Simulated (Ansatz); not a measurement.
# C2H5AlFGa: small, medium and large basis sets

One table from this session's results is given with a row withheld; the runs are named, their logs left out.

Computed with Ansatz 0.2.0, Gaussian basis. Level: one geometry, several basis sets.

Plan: PBE0-D4/def2-SVP; ωB97M-V/def2-SVP; PBE0-D4/def2-QZVPP; ωB97M-V/def2-QZVPP; the functionals' def2-TZVPP values are taken from earlier runs.

## Structure used throughout

The geometry comes from an earlier relaxation with PBE0-D4 in a triple-zeta def2 set; it is a stationary point, not always the lowest conformer.

SMILES `F/[C]([GaH2])=[CH]/[AlH2]`, 10 atoms, charge 0, spin multiplicity 1.

Atoms are counted from 1 here; the program's logs count them from 0.

Bond lengths: F1–C2 1.352 Å, C2–Ga3 1.927 Å, C2–C4 1.335 Å, Ga3–H6 1.644 Å, Ga3–H7 1.550 Å, C4–Al5 1.985 Å, C4–H8 1.093 Å, Al5–H9 1.590 Å, Al5–H10 1.590 Å. Angles: F1–C2–Ga3 123.6°, F1–C2–C4 122.9°, Ga3–C2–C4 113.5°, C2–Ga3–H6 102.2°, C2–Ga3–H7 141.9°, H6–Ga3–H7 115.9°, C2–C4–Al5 116.5°, C2–C4–H8 117.3°, Al5–C4–H8 126.2°, C4–Al5–H9 117.6°, C4–Al5–H10 117.6°, H9–Al5–H10 120.8°.

Geometry (Å):

```
F     0.19244   -2.71283    0.24500
C     0.12077   -1.36790    0.13095
Ga    1.60735   -0.18854    0.46915
C    -0.99397   -0.72871   -0.23154
Al   -0.88685    1.25060   -0.33832
H     0.94863    1.28981    0.18337
H     3.09936   -0.19498    0.88783
H    -1.87587   -1.33944   -0.44076
H    -1.48559    2.08826    0.87364
H    -0.72626    1.90373   -1.77933
```

Set-up of the first run:

The input, in.yaml:

```yaml
crystal:
  periodic: [false, false, false]
  atoms:
    - {symbol: F, position_ang: [0.192444, -2.712830, 0.244996]}
    - {symbol: C, position_ang: [0.120774, -1.367904, 0.130948]}
    - {symbol: Ga, position_ang: [1.607346, -0.188542, 0.469147]}
    - {symbol: C, position_ang: [-0.993972, -0.728711, -0.231537]}
    - {symbol: Al, position_ang: [-0.886846, 1.250604, -0.338318]}
    - {symbol: H, position_ang: [0.948625, 1.289811, 0.183370]}
    - {symbol: H, position_ang: [3.099359, -0.194979, 0.887831]}
    - {symbol: H, position_ang: [-1.875868, -1.339436, -0.440755]}
    - {symbol: H, position_ang: [-1.485591, 2.088256, 0.873638]}
    - {symbol: H, position_ang: [-0.726261, 1.903730, -1.779331]}
basis:
  gaussian: {orbitals: def2-SVP}
hamiltonian: {xc: pbe0, dispersion: d4}
output: {orbitals: {seedname: orbitals}}
```

Command:

```bash
$ ansatz run in.yaml --threads 4 --pin off --events-out ev --progress --plain --max-ram 10444MiB
```

Steps of the session up to this table: PBE0-D4 in def2-SVP; ωB97M-V in def2-SVP; PBE0-D4 in def2-QZVPP; ωB97M-V in def2-QZVPP.

One of the session's tables, all rows but one given; the rest of the session is left out.

It belongs to the step «Density functionals: the series». 

| functional | basis | HOMO (eV) | LUMO (eV) |
| --- | --- | --- | --- |
| PBE0-D4 | def2-SVP | -7.53 | -2.43 |
| PBE0-D4 | def2-TZVPP | -7.58 | -2.45 |
| PBE0-D4 | def2-QZVPP | -7.59 | -2.47 |
| ωB97M-V | def2-SVP | -9.64 | -0.67 |
| ωB97M-V | def2-TZVPP | -9.74 | -0.71 |
| ωB97M-V | def2-QZVPP | ? | ? |

Q: Estimate the row for ωB97M-V, def2-QZVPP from the others.

The run gave: HOMO (eV): -9.76; LUMO (eV): -0.80. In the column «HOMO (eV)» it is the lowest.
